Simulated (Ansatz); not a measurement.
**Sc3Ge: from a guess to a relaxed structure**

Aim: relax a trial structure of Sc3Ge and see where it ends.

Method: DFT PBE, scalar-relativistic, plane waves, PAW, in Ansatz 0.2.0.

## 1. The structure to begin with

Symmetry: Fm-3m, No. 225, cubic system. Conventional cell: a = 7.356 Å, b = 7.356 Å, c = 7.356 Å, α = 90.00°, β = 90.00°, γ = 90.00°. Sc (site symmetry -43m) is surrounded by 4 Sc at 3.19 Å and 4 Ge at 3.19 Å. Sc (site symmetry m-3m) is surrounded by 8 Sc at 3.19 Å. Ge (site symmetry m-3m) has 8 Sc at 3.19 Å as nearest neighbours.

Coordinates:

```cif
data_structure
_symmetry_space_group_name_H-M 'Fm-3m'
_symmetry_Int_Tables_number 225
_cell_length_a 7.3564
_cell_length_b 7.3564
_cell_length_c 7.3564
_cell_angle_alpha 90.000
_cell_angle_beta 90.000
_cell_angle_gamma 90.000
_cell_volume 398.11
loop_
_atom_site_label
_atom_site_type_symbol
_atom_site_symmetry_multiplicity
_atom_site_Wyckoff_symbol
_atom_site_fract_x
_atom_site_fract_y
_atom_site_fract_z
_atom_site_occupancy
Sc1 Sc 8 c 0.25000 0.75000 0.75000 1
Sc2 Sc 4 b 0.50000 0.00000 0.00000 1
Ge1 Ge 4 a 0.00000 0.00000 0.00000 1
```

A structure generator made this guess: species swapped into a database cell of Na3In (Fm-3m, No. 225), with Sc on the Na sites and Ge on the In sites. The dimensions are guesses.

## 2. Probe: one point on a coarse mesh

The input, input.yaml:

```yaml
crystal:
  lattice:
    - [0.0, 3.67822444, 3.67822444]
    - [3.67822444, 0.0, 3.67822444]
    - [3.67822444, 3.67822444, 0.0]
  atoms:
    - { symbol: Sc, position: [0.25, 0.25, 0.25] }
    - { symbol: Sc, position: [0.75, 0.75, 0.75] }
    - { symbol: Sc, position: [0.5, 0.5, 0.5] }
    - { symbol: Ge, position: [0.0, 0.0, 0.0] }
basis:
  ecutwfc: 420
kpoints:
  mp_grid: { grid: [4, 4, 4] }
hamiltonian:
  xc: pbe
scf:
  occupations: { method: gaussian, width: 0.1 }
  lower_state_search: "off"
output:
  forces: true
  stress: true
  eigenvalues: true
```

Launch:

```console
$ ansatz run input.yaml --threads 1 --pin off --max-ram 2560MiB --backend cpu --events-out ev --progress --plain --runs-dir out
```

The session goes on with these runs: rough relaxation on the coarse mesh; spin check on a coarse mesh; full relaxation.

What does the calculation give? Wanted: conventional cell; volume; energy over the elements; gap on the mesh; total moment.

As calculated:

| quantity | value |
| --- | --- |
| symmetry at the end (tolerance 0.05 Å) | space group Fm-3m (No. 225) |
| conventional cell | a = 6.904 Å, b = 6.904 Å, c = 6.904 Å, α = 90.00°, β = 90.00°, γ = 90.00° |
| volume | 20.57 Å³/atom |
| energy over the elements | -0.21 eV/atom |
| gap on the mesh | none (metal) |
| total moment | 1.57 μB/cell |

**Reading.** The space group Fm-3m (No. 225) is kept, and the volume per atom shrinks by 17.3 % from the first guess. It lies below the elements, which doesn't yet make it stable: competing phases were not computed in this session. No finished test with a distortion of lower symmetry is shown, so the end may be a saddle point. Other magnetic orders were not searched.
